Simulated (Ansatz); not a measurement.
This script drives the Python package of Ansatz (0.2.0).

`bend_ch3clges.py`
```python
"""Energy of CH3ClGeS against one bond angle."""

import logging
import sys

import ansatz as az
from ase import Atoms

logging.basicConfig(stream=sys.stdout, format="%(levelname)s:%(name)s:%(message)s")
log = logging.getLogger("calc")
log.setLevel(logging.INFO)


def main() -> None:
    atoms = Atoms(["C", "S", "Ge", "Cl", "H", "H", "H"], positions=[
        (-0.2245, 0.6832, -0.5629),
        (1.23, -0.2724, -0.7785),
        (0.4185, -1.9625, 0.4214),
        (0.3491, -1.3495, 2.504),
        (-0.1511, 1.6736, -1.1477),
        (-1.15, 0.1992, -0.9842),
        (-0.4108, 0.9602, 0.5024),
    ])

    # relax first, so that the scan starts from a minimum
    first = (
        az.Crystal.molecule_from_ase(atoms).calculation()
        .basis(gaussian="def2-SVP")
        .functional("hf")
        .relax(force_tolerance=0.02, max_steps=80)
    )
    atoms.positions = first.run(threads=1).report["positions_ang"]

    rows = []
    for angle in [90, 100, 110, 120, 135, 150, 165, 179]:
        bent = atoms.copy()
        bent.set_angle(0, 1, 2, angle, indices=[2, 3])
        base = (
            az.Crystal.molecule_from_ase(bent).calculation()
            .basis(gaussian="def2-SVP")
            .functional("hf")
        )
        rows.append((angle, base.run(threads=1).report["free_energy_ev"]))
    floor = min(e for _, e in rows)
    for angle, e in rows:
        log.info(f"angle C0-S1-Ge2 = {angle:3d} deg   {1000 * (e - floor):9.1f} meV")


if __name__ == "__main__":
    main()
```

It is started by `python bend_ch3clges.py`. How long does it take on 1 thread of Arm Neoverse V2 (shared host), and how much memory does it need?

It took about 62 s, with a peak of 0.28 GiB, for 9 runs of the engine.

Running `python bend_ch3clges.py` prints:
```text
INFO:calc:angle C0-S1-Ge2 =  90 deg       858.0 meV
INFO:calc:angle C0-S1-Ge2 = 100 deg       159.4 meV
INFO:calc:angle C0-S1-Ge2 = 110 deg         0.0 meV
INFO:calc:angle C0-S1-Ge2 = 120 deg        75.8 meV
INFO:calc:angle C0-S1-Ge2 = 135 deg       401.4 meV
INFO:calc:angle C0-S1-Ge2 = 150 deg       845.0 meV
INFO:calc:angle C0-S1-Ge2 = 165 deg      1281.4 meV
INFO:calc:angle C0-S1-Ge2 = 179 deg      1543.1 meV
```

The scan is rigid, and the energies are electronic, in a modest basis. The zero is the lowest point of the grid, which needn't be the minimum.
